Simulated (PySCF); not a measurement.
# C4H4F2O: electronic excitations and core binding energies

Wanted: the electronic excitations and core binding energies of C4H4F2O (`C/C=C(\F)C(=O)F`), by calculation.

Computed with PySCF 2.14.0, with density-fitted response routines of our own, on a single molecule in the gas phase. Atoms count from 0, in the outputs and in this text.

### 1 The molecule as given

11 atoms, charge 0, multiplicity 1; geometry from: GFN2-xTB.

Bonds of the start (Å): C0–C1 1.48, C1–C2 1.34, C2–F3 1.35, C2–C4 1.46, C4–O5 1.18, C4–F6 1.37, C0–H7 1.09, C0–H8 1.09, C0–H9 1.09, C1–H10 1.08.

### 2 Excited states and response: PBE0/def2-SVPD

The job: settings as JSON, then the geometry in Å.

```
{"job": {"kind": "uv", "xc": "PBE0", "basis": "def2-SVPD", "nstates": 8, "ntriplets": 3}, "charge": 0, "multiplicity": 1}
C     -1.742583     0.200571     0.174512
C     -0.283979     0.446393     0.109417
C      0.633327    -0.491428    -0.146391
F      0.273098    -1.772312    -0.366837
C      2.081025    -0.284159    -0.222982
O      2.947462    -1.054655    -0.440377
F      2.385705     1.034245     0.003762
H     -1.977916    -0.843638    -0.011263
H     -2.119313     0.487835     1.155838
H     -2.251511     0.823713    -0.560624
H      0.060108     1.456104     0.278980
```

Level: TDDFT PBE0/def2-SVPD, vertical, gas phase, core orbitals frozen in the response.

Command:

```console
$ OMP_NUM_THREADS=1 python probes_run.py task.json out
```

This one command runs all jobs of the session in turn.

Further steps of the session: Core holes by ΔSCF: SCAN, X2C.

**Question.** After this job, these run on its result: delta-SCF UKS SCAN, pcX-2 on the ionised atom, pcseg-1 elsewhere, spin-free X2C. Predict these results of the whole session: lowest singlet (PBE0/def2-SVPD); brightest of those computed; lowest triplet; C1s binding energies; F1s binding energies; O1s binding energies.

The runs gave:

| quantity | value |
| --- | --- |
| lowest singlet (PBE0/def2-SVPD) | 5.30 eV (234 nm), f = 0.000 |
| brightest of those computed | state 2, 5.84 eV, f = 0.436 |
| lowest triplet | 3.51 eV |
| C1s binding energies | C4 295.83, C2 293.79, C1 291.67, C0 291.65 eV |
| F1s binding energies | F3 693.59, F6 693.23 eV |
| O1s binding energies | O5 538.65 eV |

**Reading.** The lowest singlet, at 5.30 eV, is HOMO−1→LUMO 0.97 and is dark; the strongest absorption computed is state 2 at 5.84 eV. The lowest triplet lies 1.80 eV below the lowest singlet (triplets in Tamm-Dancoff, singlets in full TDDFT). C4 (carbonyl carbon) binds its C1s electron 4.19 eV more tightly than C0 (allylic methyl carbon). F3 (vinylic fluorine) binds its F1s electron 0.37 eV more tightly than F6 (fluorine bonded to C).
